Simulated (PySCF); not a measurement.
# Cl3O2Re (Re(O)2(Cl)3): the cost of one run

Computed with PySCF 2.14.0. Level: several levels, as the steps say, no spin–orbit coupling.

5 further runs of the same task are left out: 2 for a known fault of the program, 2 that didn't finish, 1 set aside as unsound or not needed.

**1. The starting structure**

6 atoms, charge 0, spin multiplicity 1.

Bond lengths: Re1–O2 1.693 Å, Re1–O3 1.693 Å, Re1–Cl4 2.317 Å, Re1–Cl5 2.333 Å, Re1–Cl6 2.316 Å. Angles: O2–Re1–O3 110.2°, O2–Re1–Cl4 93.9°, O2–Re1–Cl5 124.9°, O2–Re1–Cl6 94.0°, O3–Re1–Cl4 93.9°, O3–Re1–Cl5 124.9°, O3–Re1–Cl6 94.0°, Cl4–Re1–Cl5 83.1°, Cl4–Re1–Cl6 166.1°, Cl5–Re1–Cl6 83.1°.

Geometry (Å):

```xyz
6

Re    0.1368   -0.1735    0.0000
O     0.6298   -1.0080    1.3884
O     0.6298   -1.0080   -1.3884
Cl    1.9760    1.2353    0.0000
Cl   -1.0482    1.8366    0.0000
Cl   -1.9854   -1.0999    0.0000
```

Formal oxidation states: Re +7. An earlier session relaxed this geometry at r2SCAN, Re def2-SVP with ECP60, O def2-SVP, Cl def2-SVP (singlet, point group C2v).

At r2SCAN on the finer grid: E = -1608.843901 Eh, HOMO -8.00 eV, LUMO -6.13 eV, Mulliken charge on Re1 +1.03 e, largest force component 0.047 eV/Å. 

Levels to run: TPSS; TPSSh; revPBE; PBE; r2SCAN, TZVP; r2SCAN, x2c-SVP. Hardware: 2 threads of Arm Neoverse V1, shared host.

**2. TPSS**

The input, run.py (the lines that set the calculation):

```python
mol = gto.M(atom='''
Re     0.13683    -0.17354     0.00000
O      0.62983    -1.00805     1.38837
O      0.62983    -1.00805    -1.38837
Cl     1.97599     1.23527     0.00000
Cl    -1.04824     1.83658     0.00000
Cl    -1.98536    -1.09988     0.00000''',
    basis={'Re': 'def2-SVP', 'O': 'def2-SVP', 'Cl': 'def2-SVP'},
    ecp={'Re': 'def2-SVP'},
    charge=0, spin=0)
mf = dft.RKS(mol, xc='TPSS')
mf.grids.atom_grid = (75, 302)
mf = mf.density_fit()  # fitting sets: Re def2-universal-JKFIT, O def2-universal-JKFIT, Cl def2-universal-JKFIT
mf.conv_tol = 1e-08; mf.max_cycle = 55
mf.kernel(dm0)  # dm0: the density of the relaxed state
```

Launch:

```console
> OMP_NUM_THREADS=2 python run.py
```

**Question.** How long does this run take on 2 threads of Arm Neoverse V1, shared host?

About 8.4 s.
